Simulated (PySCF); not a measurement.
# C6H9FGaN: the cost of one run

Programs: PySCF 2.14.0, with density-fitted response routines of our own. Each step states its level of theory. These are calculated values for one molecule in the gas phase, unless marked as measured. Atoms count from 0, in the outputs and in this text.

## (1) The starting structure

18 atoms, charge 0, multiplicity 1; geometry from: UFF. The atoms were then displaced at random by about 0.03 Å, so the start is not that level's minimum.

Bonds of the start (Å): F0–C1 1.38, C1–C2 1.48, C2–C3 1.56, C3–C4 1.36, C4–C5 1.37, C5–C6 1.36, C6–N7 1.37, N7–Ga8 2.00, N7–C2 1.31, C1–H9 1.11, C1–H10 1.10, C3–H11 1.04, C4–H12 1.01, C5–H13 1.07, C6–H14 1.12, Ga8–H15 1.59, Ga8–H16 1.66, Ga8–H17 1.61.

## (2) Geometry optimisation at PBE0-D3(BJ)/def2-SVP

Job settings and geometry (Å):

```
{"job": {"xc": "PBE0", "basis": "def2-SVP", "d3": "d3bj", "grid": 1, "shake": 0.03, "kind": "geom"}, "charge": 0, "multiplicity": 1}
F     -0.845370     2.200370     1.305620
C     -0.616150     2.002330    -0.035670
C      0.144790     0.737590    -0.147670
C      1.682110     0.840040    -0.397260
C      2.341480    -0.346910    -0.491060
C      1.737440    -1.551630    -0.269160
C      0.411510    -1.635200     0.012420
N     -0.320040    -0.473060     0.069450
Ga    -2.251740    -0.713670     0.544060
H     -0.044200     2.873790    -0.409810
H     -1.561050     1.916660    -0.592330
H      2.077390     1.796460    -0.516710
H      3.325510    -0.234010    -0.696000
H      2.287740    -2.464470    -0.295660
H     -0.084340    -2.632670     0.169380
H     -2.625360     0.138930     1.837190
H     -3.124280    -0.165110    -0.756490
H     -2.591760    -2.272520     0.747450
```

Started as:

```bash
$ OMP_NUM_THREADS=1 python probes_run.py task.json out
```

The driver reads the jobs from task.json and runs them one after another.

**Question.** How long does this first job take on 1 thread of Arm Neoverse N1, shared host, and how much memory does it need?

About 24 min, with a peak of 0.89 GiB.
